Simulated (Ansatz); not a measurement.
**WO+ (sextet): the correlation ladder, def2-QZVPP**

One table from this session's results is given with a row withheld; the runs are named, their logs left out.

Computed with Ansatz 0.2.0, Gaussian basis. Level: def2-QZVPP, core rule «outside noble gas», up to 5 orbitals frozen.

To be run: UHF; ROHF; CCSD(T) on UHF.

**What is computed**

The geometry is a PBE0/def2-TZVP stationary point (not a proven minimum) of the parent state, kept for this charge and spin. No spin-orbit coupling is included. Elements past krypton take def2 core potentials.

2 atoms, charge 1, spin multiplicity 6.

Atoms are counted from 1 here; the program's logs count them from 0.

Bond lengths: W1–O2 1.703 Å.

Set-up of the first run:

Contents of in.yaml:

```yaml
crystal:
  periodic: [false, false, false]
  atoms:
    - {symbol: W, position_ang: [0.000000, 0.000000, 0.000000]}
    - {symbol: O, position_ang: [0.000000, 0.000000, 1.703200]}
basis:
  gaussian: {orbitals: "def2-QZVPP.json"}
total_charge: 1
magnetization: {spin_polarized: true, initial_magnetization: 5}
hamiltonian: {xc: hf}
output: {orbitals: {seedname: orbitals}}
```

Run with:

```sh
> ansatz run in.yaml --threads 1 --pin off --events-out ev --progress --plain --max-ram 4096MiB --backend cpu
```

Steps of the session up to this table: UHF; ROHF; CCSD(T) on UHF.

One table of the session follows, with a row left open; its other results are not shown here.

```
  method  from UCCSD(T) (meV)
    ROHF              +8899.9
     UHF                    ?
    UMP2               +720.2
   UCCSD               +380.4
UCCSD(T)                    0
```

Estimate the missing values for UHF.

The run gave: from UCCSD(T) (meV): +8626.3. In the column «from UCCSD(T) (meV)» it lies between UMP2 (+720.2) and ROHF (+8899.9).
